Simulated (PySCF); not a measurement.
# B9H9Sb ([closo-1-SbB9 (no H on Sb)]-): the cost of one run

Computed with PySCF 2.14.0 and routines of our own; the level stands in each step. Atoms count from 0.

### 1 The starting structure

19 atoms, charge -1, multiplicity 1; geometry from: GFN2-xTB.

### 2 NMR shieldings: PBE0/pcSseg-1 Sb:us-x2c-TZVPall-2c, spin–orbit

The job: settings as JSON, then the geometry in Å.

```
{"job": {"kind": "hnmr", "xc": "PBE0", "basis": {"default": "pcSseg-1", "Sb": "us-x2c-TZVPall-2c"}, "rel": "so"}, "charge": -1, "multiplicity": 1}
B      0.192090     0.677850    -1.408420
B     -0.244440     0.974860     1.212450
B      1.291900     0.893410     0.113300
B      1.091700    -0.633870    -0.699290
B     -0.750300    -0.727760    -0.994500
B      0.787330    -0.426110     1.131570
Sb    -0.086650     2.680700    -0.318760
B     -1.054400    -0.520500     0.836740
B      0.052110    -1.640700     0.194360
B     -1.344770     0.758850    -0.308490
H      0.363140     0.932870    -2.561530
H     -0.440350     1.482340     2.274340
H      2.393990     1.331030     0.246540
H      2.011440    -1.115240    -1.296110
H     -1.385790    -1.287260    -1.840500
H      1.449430    -0.734210     2.079660
H     -1.945970    -0.906450     1.536440
H      0.090420    -2.822990     0.334590
H     -2.470870     1.083190    -0.532420
```

Method: PBE0/pcSseg-1 Sb:us-x2c-TZVPall-2c GIAO NMR shielding, X2C with spin-orbit coupling, screened-nuclear two-electron part, Gaussian nuclei, gas phase.

Command:

```console
OMP_NUM_THREADS=1 python heavy_run.py task.json out
```

The driver reads the jobs from task.json and runs them one after another.

Q: Estimate the wall time and peak memory of this first job on 1 thread of AMD EPYC, shared host.

About 16 min, with a peak of 2.1 GiB.
